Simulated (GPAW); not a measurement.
Slab: Al4Co3, a slab with vacuum.

```
Al Co
1.0
     2.81940    0.00000    0.00000
     0.00000    2.81940    0.00000
     0.00000    0.00000   23.45821
Al Co
4 3
Cartesian
  0.0000 0.0000 7.5000
  0.0000 0.0000 10.3194
  0.0000 0.0000 13.1388
  0.0000 0.0000 15.9582
  1.4097 1.4097 8.9097
  1.4097 1.4097 11.7291
  1.4097 1.4097 14.5485
```

The cell isn't the ideal one: the (1 0 0) slab of AlCo, cut from the database cell, not relaxed.

Base run:

* Program: GPAW 26.7.0
* Functional: RPBE
* Potentials or basis: the program's PAW data sets (release 1.2.1) made for this functional
* Cutoff: 450 eV
* Basis: pw
* k mesh: 9 × 9 × 1
* Occupations: fermi-dirac, width 0.05 eV
* Spin: collinear spin, ferromagnetic start
* Starting moments: [0.0, 2.0, 0.0, 2.0, 0.0, 2.0, 0.0] μB

Its results: band gap on the k mesh none (metal or under the smearing width); net moment 1.27 μB per cell; site moments Al +0.03, -0.01; Co +0.50, +0.09 μB; largest force 0.758 eV/Å.

The run is repeated on the same cell with these changes: functional from RPBE to LDA. What comes out?

Band gap on the k mesh none (metal or under the smearing width); net moment 0.62 μB per cell; site moments Al +0.01, -0.01; Co +0.24, +0.06 μB; largest force 0.659 eV/Å.
